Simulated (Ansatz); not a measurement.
# Cl2HOSi: the cost of one run

Method: UKS B3LYP/STO-3G, in Ansatz 0.2.0.

### Step 1. The starting structure

Bond lengths: O1–Si2 1.742 Å, Si2–Cl3 2.106 Å, Si2–Cl4 2.043 Å, Si2–H5 1.482 Å. Angles: O1–Si2–Cl3 111.3°, O1–Si2–Cl4 110.6°, O1–Si2–H5 107.9°, Cl3–Si2–Cl4 109.5°, Cl3–Si2–H5 110.1°, Cl4–Si2–H5 107.3°.

Structure file:

```xyz
5

O     0.0377   -0.7639    1.6108
Si    0.1014   -0.0465    0.0251
Cl   -0.5161    1.9666    0.0698
Cl   -1.0704   -1.0889   -1.2844
H     1.4973   -0.1409   -0.4627
```

### Step 2. Relaxing the start

input.yaml

```yaml
crystal:
  periodic: [false, false, false]
  atoms:
    - { symbol: O, position_ang: [0.0377, -0.7639, 1.6108] }
    - { symbol: Si, position_ang: [0.1014, -0.0465, 0.0251] }
    - { symbol: Cl, position_ang: [-0.5161, 1.9666, 0.0698] }
    - { symbol: Cl, position_ang: [-1.0704, -1.0889, -1.2844] }
    - { symbol: H, position_ang: [1.4973, -0.1409, -0.4627] }
magnetization:
  spin_polarized: true
  initial_magnetization: 1
basis:
  gaussian: { orbitals: STO-3G }
hamiltonian:
  xc: b3lyp
relax:
  f_tol: 0.02
  max_steps: 40
```

Command:

```sh
$ ansatz run input.yaml --threads 1 --pin off --max-ram 2048MiB --backend cpu --events-out ev --progress --plain --runs-dir out
```

**Question.** How long does this run take on 1 thread of Arm Neoverse V2, shared host, and how much memory does it need?

About 17 s, with a peak of 0.14 GiB.
